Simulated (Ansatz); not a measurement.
# GaC+ (singlet): from Hartree-Fock to the top rungs at distance C1–Ga2 = 4.577 Å, cc-pVDZ

How much of the correlation energy of GaC+ (singlet) does each wave-function method recover here?

The runs use Ansatz 0.2.0, Gaussian basis; cc-pVDZ, core rule «outside noble gas», up to 15 orbitals frozen.

To be run: UHF; CCSD(T) on RHF; CCSD(T) on UHF; BCCD(T) on RHF; CISD; CCSDT(Q) on RHF; CCSDT(Q) on UHF; CCSDTQ on RHF; CASSCF and MRCISD+Q, 2 electrons in 2 orbitals; CASSCF and NEVPT2, 2 electrons in 2 orbitals; CASSCF and MRCISD+Q, 6 electrons in 8 orbitals; CASSCF and MRCISD+Q(relaxed), 6 electrons in 8 orbitals; CASSCF and NEVPT2, 6 electrons in 8 orbitals; Full CI.

35 further runs of the same task are left out: 9 for a known fault of the program, 19 that didn't finish, 7 set aside as unsound or not needed. Runs told in other sessions of the task aren't counted.

## 1. What is computed

The geometry derives from a PBE0/def2-TZVP stationary point (not a proven minimum). One bond is set to the value named and the two fragments are kept rigid. No spin-orbit coupling is included. The filled d shell of Ga may be among the frozen orbitals whatever the setting's name suggests.

2 atoms, charge 1, spin multiplicity 1.

Atoms are counted from 1 here; the program's logs count them from 0.

No contacts short enough for the rule that draws bonds.

## 2. UHF

File in.yaml:

```yaml
crystal:
  periodic: [false, false, false]
  atoms:
    - {symbol: C, position_ang: [0.000000, 0.000000, 0.000000]}
    - {symbol: Ga, position_ang: [0.000000, 0.000000, 4.577000]}
basis:
  gaussian: {orbitals: cc-pVDZ}
total_charge: 1
magnetization: {spin_polarized: true, initial_magnetization: 0}
hamiltonian: {xc: hf}
output: {orbitals: {seedname: orbitals}}
```

Started as:

```console
$ ansatz run in.yaml --threads 1 --pin off --events-out ev --progress --plain --max-ram 2393MiB
```

After this run come: CCSD(T) on RHF; CCSD(T) on UHF; BCCD(T) on RHF; CISD; CCSDT(Q) on RHF; CCSDT(Q) on UHF; CCSDTQ on RHF; CASSCF and MRCISD+Q, 2 electrons in 2 orbitals; CASSCF and NEVPT2, 2 electrons in 2 orbitals; CASSCF and MRCISD+Q, 6 electrons in 8 orbitals; CASSCF and MRCISD+Q(relaxed), 6 electrons in 8 orbitals; CASSCF and NEVPT2, 6 electrons in 8 orbitals; Full CI.

Before running them: what should the planned runs give, taken together? Wanted: FCI from the RHF energy; RMP2 from FCI; RCCSD from FCI; RCCSD(T) from FCI; RCCSDT(Q) from FCI; T1 diagnostic; effectively unpaired electrons.

As calculated:

| quantity | value |
| --- | --- |
| FCI from the RHF energy | -3.9176 eV |
| RMP2 from FCI | +141.7 kJ/mol |
| RCCSD from FCI | +16.9 kJ/mol |
| RCCSD(T) from FCI | +9.3 kJ/mol |
| RCCSDT(Q) from FCI | +4.1 kJ/mol |
| levels within 1 kcal/mol (43 meV) | RCCSDT(Q), RCCSDTQ |
| T1 diagnostic | 0.006 |
| effectively unpaired electrons | 1.18 |

In words: RCCSD(T) misses by +9.3 kJ/mol, 2.5 % of the correlation energy. The occupations show strong static correlation (1.2 unpaired electrons where one determinant has 0). Coupled cluster on one determinant still stays close here. These misses are within one basis, not against nature.

The restricted and unrestricted ladders end 1.47 eV apart at CCSDT(Q), which points to two states or an unsound top rung; rows of one don't measure the error of the other.
